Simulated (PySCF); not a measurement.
**[NdO(OH)]−: other functionals and bases at one geometry**

The task here is to estimate one member of a computed series from the others.

Computed with PySCF 2.14.0. Level: several levels, as the steps say, no spin–orbit coupling.

1 further run of the same task is left out (for a known fault of the program).

**Starting geometry**

4 atoms, charge -1, spin multiplicity 1.

Bond lengths: Nd1–O2 2.042 Å, Nd1–O3 2.345 Å, O3–H4 0.964 Å. Angles: O2–Nd1–O3 114.6°, Nd1–O3–H4 125.5°.

Coordinates:

```
Nd   -0.0140   -0.0501   -0.4673
O     1.4296    0.0358    0.9737
O    -2.2123    0.0184    0.3455
H    -2.4633    0.0844    1.2736
```

Formal oxidation states: Nd +2. Each metal's 4 4f electrons lie in its core potential, so multiplicities, spins and levels count the valence alone. An earlier session relaxed this geometry at PBE0, Nd lcecp-0-SVP with ECP50, O def2-SVP, H def2-SVP (singlet, point group Cs).

At PBE0 on the finer grid: E = -178.562311 Eh, frontier levels not given, since the 4f levels lie in the core, Mulliken charge on Nd1 +0.16 e, largest force component 0.017 eV/Å. The highest filled level lies above zero; it isn't the detachment energy.

Levels to run: TPSS; r2SCAN; PBE0, TZVP. Hardware: 2 threads of Intel Xeon Platinum 8259CL at 2.50GHz (Skylake/Cascade Lake), shared host.

Set-up of the first run:

Input file run.py (the lines that set the calculation):

```python
mol = gto.M(atom='''
Nd    -0.01399    -0.05013    -0.46733
O      1.42962     0.03581     0.97373
O     -2.21228     0.01839     0.34554
H     -2.46328     0.08444     1.27361''',
    basis={'Nd': 'lcecp-0-SVP', 'O': 'def2-SVP', 'H': 'def2-SVP'},
    ecp={'Nd': 'lcecp-0-SVP'},
    charge=-1, spin=0)
mf = dft.RKS(mol, xc='TPSS')
mf.grids.atom_grid = (75, 302)  # f atoms: unpruned, at least (60, 302)
mf = mf.density_fit()  # fitting sets: Nd AutoAux, O def2-universal-JKFIT, H def2-universal-JKFIT
mf.conv_tol = 1e-08; mf.max_cycle = 55
mf.kernel(dm0)  # dm0: the density of the relaxed state
```

Launch:

```sh
$ OMP_NUM_THREADS=2 python run.py
```

Among the steps run: TPSS; r2SCAN; PBE0, TZVP.

One table of the session follows, with a row left open; its other results are not shown here.

```
              level  charge on Nd1 (e)  dipole (D)  largest force component (eV/Å)
PBE0 (relaxed here)               0.16        7.16                            0.02
               TPSS                  ?           ?                               ?
             r2SCAN               0.11        6.66                            0.44
         PBE0, TZVP               0.56        7.71                            0.42
```

Q: Estimate the row for TPSS from the others.

**Answer.** charge on Nd1 (e): 0.06; dipole (D): 6.39; largest force component (eV/Å): 0.60. In the column «charge on Nd1 (e)» it is the lowest.

The dipole of a charged species depends on the origin, so these sizes hold for this origin alone.

The largest leftover force, 0.60 eV/Å with TPSS, stands at a geometry relaxed at another level. With 4f in the core, its levels are missing from HOMO and gap, and its count is fixed, so no charge can pass from the ligands into it. Total energies of different levels can't be compared.
